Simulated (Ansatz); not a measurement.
# C₃H₁₀AlN: up Jacob's ladder to CCSD(T)

An exercise on one series of results from a longer session: the logs are not shown, and one member is left open.

The runs use Ansatz 0.2.0, Gaussian basis; functionals in def2-TZVPP, the program's frozen cores in correlated methods.

Levels to be run: PBE-D4, r2SCAN-D4, PBE0-D4, B3LYP-D4, ωB97X-V, ωB97M-V, B2PLYP; CCSD(T)/def2-TZVPP; MP2/def2-QZVPP; extrapolation to the limit.

## Structure used throughout

An earlier PBE0-D4 in a triple-zeta def2 set relaxation fixed the geometry.

15 atoms, charge 0, spin multiplicity 1.

Atoms are counted from 1 here; the program's logs count them from 0.

Bond lengths: C1–Al2 1.961 Å, C1–H6 1.094 Å, C1–H7 1.094 Å, C1–H8 1.095 Å, Al2–C3 1.961 Å, Al2–N5 2.004 Å, Al2–H9 1.593 Å, C3–C4 1.505 Å, C3–N5 1.530 Å, C3–H10 1.090 Å, C4–H11 1.099 Å, C4–H12 1.092 Å, C4–H13 1.095 Å, N5–H14 1.011 Å, N5–H15 1.012 Å. Angles: Al2–C1–H6 112.7°, Al2–C1–H7 111.7°, Al2–C1–H8 111.0°, H6–C1–H7 107.6°, H6–C1–H8 106.9°, H7–C1–H8 106.7°, C1–Al2–C3 119.7°, C1–Al2–N5 112.2°, C1–Al2–H9 122.9°, C3–Al2–N5 45.4°, C3–Al2–H9 117.2°, N5–Al2–H9 110.1°, Al2–C3–C4 127.1°, Al2–C3–N5 68.8°, Al2–C3–H10 118.0°, C4–C3–N5 112.2°, C4–C3–H10 111.7°, N5–C3–H10 107.8° and more.

As a file:

```xyz
15
C3H10AlN
C    -1.0901    1.0008    1.7356
Al   -0.7542    1.0715   -0.1952
C     0.1120   -0.4457   -1.0854
C     0.4003   -1.8003   -0.4965
N     1.1397    0.6024   -0.6525
H    -0.5481    0.1881    2.2291
H    -0.8064    1.9351    2.2300
H    -2.1541    0.8461    1.9431
H    -1.2600    2.2669   -1.1190
H     0.1029   -0.4733   -2.1748
H     1.3611   -2.2185   -0.8283
H    -0.3830   -2.5037   -0.7882
H     0.4066   -1.7755    0.5981
H     1.6697    1.0055   -1.4130
H     1.7816    0.2499    0.0463
```

The first run:

File in.yaml:

```yaml
crystal:
  periodic: [false, false, false]
  atoms:
    - {symbol: C, position_ang: [-1.090059, 1.000751, 1.735601]}
    - {symbol: Al, position_ang: [-0.754213, 1.071514, -0.195193]}
    - {symbol: C, position_ang: [0.111963, -0.445737, -1.085370]}
    - {symbol: C, position_ang: [0.400308, -1.800318, -0.496533]}
    - {symbol: N, position_ang: [1.139710, 0.602403, -0.652452]}
    - {symbol: H, position_ang: [-0.548129, 0.188108, 2.229087]}
    - {symbol: H, position_ang: [-0.806355, 1.935054, 2.229969]}
    - {symbol: H, position_ang: [-2.154082, 0.846135, 1.943112]}
    - {symbol: H, position_ang: [-1.260020, 2.266909, -1.118984]}
    - {symbol: H, position_ang: [0.102939, -0.473280, -2.174813]}
    - {symbol: H, position_ang: [1.361100, -2.218507, -0.828294]}
    - {symbol: H, position_ang: [-0.382953, -2.503655, -0.788224]}
    - {symbol: H, position_ang: [0.406554, -1.775478, 0.598061]}
    - {symbol: H, position_ang: [1.669695, 1.005458, -1.412996]}
    - {symbol: H, position_ang: [1.781641, 0.249941, 0.046330]}
basis:
  gaussian: {orbitals: def2-TZVPP}
hamiltonian: {xc: pbe, dispersion: d4}
output: {forces: true, orbitals: {seedname: orbitals}}
```

The run is started by

```bash
> ansatz run in.yaml --threads 4 --pin off --events-out ev --progress --plain --max-ram 10444MiB
```

Steps of the session up to this table: PBE-D4 (GGA); r2SCAN-D4 (meta-GGA); PBE0-D4 (hybrid); B3LYP-D4 (hybrid); ωB97X-V (range-separated); ωB97M-V (range-separated); B2PLYP (double hybrid); CCSD(T) in def2-TZVPP; MP2 in def2-QZVPP.

One of the session's tables, all rows but one given; the rest of the session is left out.

```
            method  atomisation energy (kcal/mol)
            PBE-D4                         1307.0
         r2SCAN-D4                              ?
           PBE0-D4                         1291.6
          B3LYP-D4                         1291.1
           ωB97X-V                         1293.1
           ωB97M-V                         1294.0
            B2PLYP                         1275.6
     HF/def2-TZVPP                          950.1
    MP2/def2-TZVPP                         1266.8
   CCSD/def2-TZVPP                         1243.0
CCSD(T)/def2-TZVPP                         1258.5
           MP2/CBS                         1297.5
       CCSD(T)/CBS                         1289.2
```

**Question.** Estimate the row for r2SCAN-D4.

The run gave: atomisation energy (kcal/mol): 1290.4. In the column «atomisation energy (kcal/mol)» it lies between CCSD(T)/CBS (1289.2) and B3LYP-D4 (1291.1).

Caveats from the session: Free atoms (3 C, 1 Al, 1 N, 10 H) were run apart at each level; the atomisation energy is their sum less the molecule, without zero-point or spin-orbit terms.
